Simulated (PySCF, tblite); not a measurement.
**C₆H₇BCl₂Si: geometry, infrared bands and NMR shifts**

What infrared bands and NMR shifts should C₆H₇BCl₂Si (`C=C1C=CC=C1[SiH2]B(Cl)Cl`) show?

Computed with tblite 0.8.0 and PySCF 2.14.0, with density-fitted response routines of our own, on a single molecule in the gas phase. Atoms are numbered from 0 throughout.

## 1. Starting geometry

17 atoms, charge 0, multiplicity 1; geometry from: force field or distance geometry start.

Bonds of the start (Å): C0–C1 1.32, C1–C2 1.45, C2–C3 1.31, C3–C4 1.46, C4–C5 1.32, C5–Si6 1.85, Si6–B7 1.96, B7–Cl8 1.85, B7–Cl9 1.85, C5–C1 1.48, C0–H10 1.09, C0–H11 1.07, C2–H12 1.10, C3–H13 1.10, C4–H14 1.06, Si6–H15 1.47, Si6–H16 1.48.

## 2. Optimising the geometry with GFN2-xTB

Job settings and geometry (Å):

```
{"job": {"kind": "relax", "xc": "GFN2-xTB", "basis": "xTB"}, "charge": 0, "multiplicity": 1}
C     -1.451700     1.847000     0.467000
C     -1.338000     0.566300     0.180900
C     -2.331100    -0.495400     0.178000
C     -1.778000    -1.634500    -0.166700
C     -0.356800    -1.394700    -0.371400
C     -0.077700    -0.115200    -0.183900
Si     1.571200     0.719700    -0.333400
B      2.962600    -0.577200     0.121600
Cl     3.594800    -0.631000     1.855700
Cl     4.089800    -1.090000    -1.255500
H     -2.400600     2.314800     0.735700
H     -0.590600     2.483700     0.429100
H     -3.397000    -0.369700     0.407900
H     -2.270400    -2.617200    -0.258000
H      0.377600    -2.109800    -0.659100
H      1.605200     1.899300     0.548400
H      1.783600     1.216000    -1.706200
```

Started as:

```
OMP_NUM_THREADS=1 python probes_run.py task.json out
```

One launch serves the whole session: the jobs run in the order shown.

**Question.** This job is followed by: GFN2-xTB harmonic vibrations, gas phase; GIAO PBE0/pcSseg-1 NMR shielding, non-relativistic, gas phase. Predict these results of the whole session: strongest single infrared mode (GFN2-xTB); zero-point energy (GFN2-xTB); 13C shifts against TMS (PBE0/pcSseg-1); 1H shifts against TMS (PBE0/pcSseg-1, means over atoms taken as alike); 29Si shifts against TMS (PBE0/pcSseg-1); 11B shifts against BF3·OEt2 (PBE0/pcSseg-1); 35Cl shifts against HCl (PBE0/pcSseg-1, means over atoms taken as alike).

**Answer**, as computed:

| quantity | value |
| --- | --- |
| strongest single infrared mode (GFN2-xTB) | 2170 cm⁻¹, 402 km/mol |
| zero-point energy (GFN2-xTB) | 67.7 kcal/mol |
| 13C shifts against TMS (PBE0/pcSseg-1) | 163.1, 155.1, 140.8, 137.0, 135.2, 129.7 ppm |
| 1H shifts against TMS (PBE0/pcSseg-1, means over atoms taken as alike) | 6.80, 6.73, 6.71, 6.39, 6.38, 4.64 ppm |
| 29Si shifts against TMS (PBE0/pcSseg-1) | -84.3 ppm |
| 11B shifts against BF3·OEt2 (PBE0/pcSseg-1) | 75.8 ppm |
| 35Cl shifts against HCl (PBE0/pcSseg-1, means over atoms taken as alike) | 407 ppm |

The optimisation took 114 steps and gained 0.595 eV; among the close pairs (by a distance rule), B7–Cl9 changed most, from 1.852 to 1.723 Å. No mode is imaginary among the 45: a minimum at this level. The strongest single mode, at 2170 cm⁻¹, moves mainly H16. GFN2-xTB is a fitted tight-binding method: band positions and strengths are rough. Its intensities can rank the bands wrongly. At PBE0/pcSseg-1: The widest tensor belongs to Cl8, Cl9: span 740 ppm, with a paramagnetic part of -605 ppm.
